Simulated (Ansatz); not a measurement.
NbSi, 2 atoms in the cell. Symmetry: Fm-3m, No. 225, cubic system. Conventional cell: a = 5.148 Å, b = 5.148 Å, c = 5.148 Å, α = 90.00°, β = 90.00°, γ = 90.00°. Around Nb (site symmetry m-3m) lie 6 Si at 2.57 Å. Si (site symmetry m-3m) is surrounded by 6 Nb at 2.57 Å. The cell was built by a generator and needn't be a form met in nature.

```yaml
Program: Ansatz 0.2.0
Task: projected density of states
Functional: LDA
Potentials_or_basis: Ansatz PAW
Cutoff: "420 eV (not typed: the program's choice for these potentials)"
k_mesh: 9 × 9 × 9
Occupations: fermi-dirac, width 0.05 eV
Spin: no spin polarisation
Hubbard_terms: Nb d U = 6 eV
Hubbard_projectors: ortho-atomic (the default)
Double_counting: fll (the default)
```

Potentials or basis: Ansatz PAW.

Command:

```sh
$ ansatz run input.yaml --threads 2 --pin off --max-ram 5632MiB --backend cpu --events-out ev --progress --plain --runs-dir out
```

Hardware: 2 threads of Arm Neoverse V2 (shared host).

**Question.** How long does it take, and how much memory?

**Answer.** Wall time 2 s on 2 threads of Arm Neoverse V2, with other jobs on the host, peak memory 0.31 GiB. Counts: scf iterations 8, plane waves 645, k points 35, bands 15.
